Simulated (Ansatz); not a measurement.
# BaTiO3: the cost of one run

Computed with the Python package of Ansatz 0.2.0. The levels of theory stand in the script.

The COD entry's cell or inner coordinates are ideal or old and differ from later refinements, so a difference from it is no clean test against experiment.

## 1. Starting point

It takes space group P4mm (No. 99, tetragonal). Conventional cell: a = 4.000 Å, b = 4.000 Å, c = 4.018 Å, α = 90.00°, β = 90.00°, γ = 90.00°. Ba (site symmetry 4mm) is surrounded by 12 O at 2.79 to 2.88 Å. Ti (site symmetry 4mm) is surrounded by 6 O at 1.89 to 2.13 Å. Around O (site symmetry 4mm) lie 2 Ti at 1.89 to 2.13 Å. O (site symmetry 2mm) has 2 Ti at 2.00 Å and 4 Ba at 2.79 to 2.88 Å as nearest neighbours.

No structure file is read: the coordinates are typed or built in the script.

## 2. The script

batio3.py

```python
"""Levels of BaTiO3 without and with spin-orbit coupling."""

import warnings

import ansatz as az
import numpy as np

KGRID = (5, 5, 5)
OCCUPATIONS = "Gaussian"
SIGMA = 0.02
XC = "PBEsol"


def main() -> None:
    warnings.simplefilter("ignore", az.DeckWarning)

    vectors = np.array([
        [3.9998, 0.0, 0.0],
        [0.0, 3.9998, 0.0],
        [0.0, 0.0, 4.018],
    ])
    system = (
        az.Lattice.of(vectors)
        .atom("Ba", [0.0, 0.0, 0.0])
        .atom("Ti", [0.5, 0.5, 0.49])
        .atom("O", [0.5, 0.5, 0.019])
        .atom("O", [0.5, 0.0, 0.517])
        .atom("O", [0.0, 0.5, 0.517])
    )

    model = system.calculation().kpoints(*KGRID).occupations(OCCUPATIONS, width=SIGMA).functional(XC).band_table()
    for label, variant in (("scalar-relativistic", model), ("spin-orbit", model.spin(soc=True))):
        rep = variant.run(threads=1, backend="cpu").report
        zero = rep["band_edges_ev"][0] if rep.get("band_edges_ev") else rep["fermi_energy_ev"]
        near = [round(e - zero, 3) for e in rep["eigenvalues_ev"][0] if abs(e - zero) < 2]
        print(label)
        print("  band edges (eV):", [round(e, 3) for e in rep.get("band_edges_ev") or []] or "none reported")
        print("  levels at k =", rep["kpoints_frac"][0], "within 2 eV of the zero:", near)


if __name__ == "__main__":
    main()
```

## 3. What the engine is handed

The engine receives this input (first run):

```yaml
crystal:
  lattice:
    - [3.9998, 0.0, 0.0]
    - [0.0, 3.9998, 0.0]
    - [0.0, 0.0, 4.018]
  atoms:
    - { symbol: Ba, position: [0.0, 0.0, 0.0] }
    - { symbol: Ti, position: [0.5, 0.5, 0.49] }
    - { symbol: O, position: [0.5, 0.5, 0.019] }
    - { symbol: O, position: [0.5, 0.0, 0.517] }
    - { symbol: O, position: [0.0, 0.5, 0.517] }
kpoints:
  mp_grid:
    grid: [5, 5, 5]
hamiltonian:
  xc: pbesol
scf:
  occupations:
    method: gaussian
    width: 0.02
output:
  eigenvalues: true
```

## 4. Running it

Started as:

```sh
$ python batio3.py
```

**Question.** How long does this script take on 1 thread of Arm Neoverse V2, shared host, and how much memory does it need?

About 20 s, with a peak of 0.63 GiB.
